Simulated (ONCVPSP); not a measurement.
# W: generating and testing an ONCV potential

Do these settings give a usable potential? It is generated, then checked for transferability, scattering, ghosts and hardness.

Program: ONCVPSP 4.0.1.1 (patched build). Reference atom: PBE, scalar-relativistic, spherical and spin-unpolarised. All values are calculated.

### 1 The atom and the settings

Typed settings, in words:

```
element                 : tungsten (W, Z = 74)
type                    : optimised norm-conserving Vanderbilt (ONCV)
frozen core             : [Xe] 4f14
valence charge          : 6
reference configuration : 5d4 6s2
partial waves           : 6s: rc 2.55 bohr, ncon 5, nbas 9, qcut 2.3 1/bohr, 2 projectors, debl 0.7 Ha; p scattering state at 0.44 Ha: rc 2.50 bohr, ncon 4, nbas 8, qcut 3.5 1/bohr, 2 projectors, debl 1.1 Ha; 5d: rc 1.85 bohr, ncon 3, nbas 7, qcut 6.2 1/bohr, 2 projectors, debl 1.9 Ha
local potential         : polynomial inside 1.30 bohr (lpopt 2, dvloc0 1 Ha)
core correction         : polynomial model core, fcfact 0.55
```

The nodes and maxima of the atom's own shells, from an earlier all-electron run, set the scale for the radii.

All-electron outer shells of the reference configuration (PBE, scalar-relativistic, ld1.x):

```json
{"shell": "4f", "level (eV)": "-33.21", "outermost node (bohr)": "–", "outermost maximum (bohr)": "0.43"}
{"shell": "6s", "level (eV)": "-5.71", "outermost node (bohr)": "1.28", "outermost maximum (bohr)": "2.67"}
{"shell": "5d", "level (eV)": "-4.48", "outermost node (bohr)": "0.63", "outermost maximum (bohr)": "1.49"}
{"shell": "6p", "level (eV)": "-1.36", "outermost node (bohr)": "1.54", "outermost maximum (bohr)": "3.75"}
```

### 2 The generation run

Input file W.dat:

```
# ATOM AND REFERENCE CONFIGURATION
# atsym  z   nc   nv     iexc    psfile
  W 74.00   12    2        4      upf
#
#   n    l    f
    1    0    2.00
    2    0    2.00
    2    1    6.00
    3    0    2.00
    3    1    6.00
    3    2   10.00
    4    0    2.00
    4    1    6.00
    4    2   10.00
    4    3   14.00
    5    0    2.00
    5    1    6.00
    5    2    4.00
    6    0    2.00
#
# PSEUDOPOTENTIAL AND OPTIMIZATION
# lmax
    2
#
#   l,   rc,      ep,       ncon, nbas, qcut
    0    2.55    0.00    5    9    2.30
    1    2.50    0.44    4    8    3.50
    2    1.85    0.00    3    7    6.20
#
# LOCAL POTENTIAL
# lloc, lpopt,  rc(5),   dvloc0
    4    2    1.30    1.00
#
# VANDERBILT-KLEINMAN-BYLANDER PROJECTORs
# l, nproj, debl
    0    2    0.70
    1    2    1.10
    2    2    1.90
#
# MODEL CORE CHARGE
# icmod, fcfact, rcfact
    1    0.55    0.00
#
# LOG DERIVATIVE ANALYSIS
# epsh1, epsh2, depsh
   -2.00    5.00    0.02
#
# OUTPUT GRID
# rlmax, drl
    6.00    0.01
#
# TEST CONFIGURATIONS
# ncnf
    4
# nvcnf
#   n    l    f
    2
    5    2    4.00
    6    0    1.00
#
    2
    5    2    4.00
    6    0    0.00
#
    2
    5    2    3.00
    6    0    0.00
#
    2
    5    2    2.00
    6    0    0.00
#
```

Command:

```bash
oncvpsp.x < W.dat > W.out
```

What does the calculation give? Wanted: cutoffs for 1 and 0.1 mHa per electron, occupied waves; bound ghosts; GHOST(+) flags; largest test error; largest phase difference near zero energy, channels read; rms error of d²Exc/dn², without and with the model core; projector energies reset by the program.

As calculated:

| quantity | value |
| --- | --- |
| cutoffs for 1 and 0.1 mHa per electron, occupied waves | 14 Ha and 17 Ha |
| bound ghosts | s at -11.37 eV, p at -62.51 eV |
| GHOST(+) flags | p at 41 eV |
| largest test error (AE − PS) | -126 meV, for 5d3 6s0 (1 test unsolved) |
| largest phase difference near zero energy, channels read | 0.006 rad |
| rms error of d²Exc/dn², without and with the model core | 7.76 and 0.56 mHa |
| projector energies reset by the program | p: 0.050, 1.150 Ha |

It has a bound ghost (s, p), a state that the atom doesn't have, and that rules the file out. The worst unpolarised test, 5d3 6s0, is off by 126 meV on 49.9 eV; by total energies transferability rates as fair for so large an energy. That test lies far up in energy; among those under 40 eV, nearer to bonding, the largest error is 51 meV. Of the tests 1 gave no usable energy difference, which is a warning in itself. It counts as soft on the atom at that tolerance, with 14 Ha needed at the looser tolerance. At the looser tolerance the 5d wave is the slowest; 6s needs 4 Ha. Near zero energy the phases of the channels with partial waves agree within 0.006 rad. The program also flags highly localised states, GHOST(+) (p).
